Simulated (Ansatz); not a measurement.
**CuCO+ (singlet): wave-function methods side by side at a displaced geometry (v2), def2-SVP**

One table from this session's results is given with a row withheld; the runs are named, their logs left out.

Computed with Ansatz 0.2.0, Gaussian basis. Level: def2-SVP, core rule «outside noble gas», up to 11 orbitals frozen.

Plan: UHF; CCSD(T) on RHF; CISD; CCSDT(Q) on RHF; CASSCF and MRCISD+Q, 8 electrons in 8 orbitals; CASSCF and NEVPT2, 8 electrons in 8 orbitals.

14 further runs of the same task are left out: 5 that didn't finish, 9 set aside as unsound or not needed.

### The geometry

The geometry is a PBE0/def2-TZVP stationary point (not a proven minimum) with its atoms shifted at random (size 0.100 Å).

3 atoms, charge 1, spin multiplicity 1.

Atoms are counted from 1 here; the program's logs count them from 0.

Bond lengths: Cu1–C2 1.892 Å, C2–O3 1.124 Å. Angles: Cu1–C2–O3 170.9°.

Set-up of the first run:

File in.yaml:

```yaml
crystal:
  periodic: [false, false, false]
  atoms:
    - {symbol: Cu, position_ang: [0.084376, 0.005225, 1.629998]}
    - {symbol: C, position_ang: [-0.080498, 0.013599, -0.254609]}
    - {symbol: O, position_ang: [-0.003878, -0.018825, -1.375389]}
basis:
  gaussian: {orbitals: def2-SVP}
total_charge: 1
magnetization: {spin_polarized: true, initial_magnetization: 0}
hamiltonian: {xc: hf}
output: {orbitals: {seedname: orbitals}}
```

The run is started by

```sh
> ansatz run in.yaml --threads 1 --pin off --events-out ev --progress --plain --max-ram 2393MiB
```

Steps of the session up to this table: UHF; CCSD(T) on RHF; CISD; CCSDT(Q) on RHF; CASSCF and MRCISD+Q, 8 electrons in 8 orbitals; CASSCF and NEVPT2, 8 electrons in 8 orbitals.

One of the session's tables, all rows but one given; the rest of the session is left out.

It belongs to the step «Misses and costs». 

```
   method  from RCCSDT(Q) (kcal/mol)
      RHF                          ?
     RMP2                      -6.31
     CISD                     +50.65
    RCCSD                     +14.69
 RCCSD(T)                      -0.51
   RCCSDT                      -0.30
RCCSDT(Q)                          0
```

Estimate the missing values for RHF.

**Answer.** from RCCSDT(Q) (kcal/mol): +363.18. In the column «from RCCSDT(Q) (kcal/mol)» it is the highest.

Not comparable, so not listed: CASSCF and MRCISD+Q, 8 electrons in 8 orbitals (they don't share determinant, frozen orbitals or solution with the rows shown, or repeat one).

Left out of the table: CASSCF frontier, NEVPT2 frontier (the active space lost an orbital or holds another state than full CI finds).

Caveats from the session: Warnings in the runs' records: passed over end.
